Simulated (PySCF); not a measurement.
# C2H10GeSi: the cost of one run

The runs use PySCF 2.14.0, with density-fitted response routines of our own; the level of theory stands in each step. All values are computed, except where a source is named. Atoms count from 0, in the outputs and in this text.

## 1. Starting geometry

14 atoms, charge 0, multiplicity 1; geometry from: PBE0-D3(BJ)/def2-SVP.

Bonds of the start (Å): C0–C1 1.52, C1–Ge2 1.97, Ge2–Si3 2.39, C0–H4 1.10, C0–H5 1.10, C0–H6 1.10, C1–H7 1.10, C1–H8 1.10, Ge2–H9 1.54, Ge2–H10 1.55, Si3–H11 1.50, Si3–H12 1.50, Si3–H13 1.50.

## 2. Nuclear shieldings: PBE0/pcSseg-1

What the job is given:

```
{"job": {"kind": "nmr", "xc": "PBE0", "basis": "pcSseg-1", "pop": false}, "charge": 0, "multiplicity": 1}
C     -1.728071     0.371643    -0.113447
C     -1.071324    -0.286412     1.092744
Ge     0.758453     0.352973     1.433755
Si     2.110722    -0.001322    -0.498639
H     -1.787346     1.465690     0.000653
H     -2.754600     0.002317    -0.267002
H     -1.168508     0.172821    -1.042011
H     -1.662636    -0.114436     2.006939
H     -1.011981    -1.379256     0.959737
H      1.370510    -0.390455     2.640641
H      0.730921     1.862091     1.767304
H      2.006703    -1.428834    -0.938233
H      1.653715     0.864896    -1.629880
H      3.548303     0.306429    -0.220216
```

Method: GIAO PBE0/pcSseg-1 NMR shielding, non-relativistic, gas phase.

Started as:

```
$ OMP_NUM_THREADS=1 python probes_run.py task.json out
```

One launch serves the whole session: the jobs run in the order shown.

**Question.** How long does this first job take on 1 thread of Arm Neoverse V1, shared host, and how much memory does it need?

About 13 s, with a peak of 0.86 GiB.
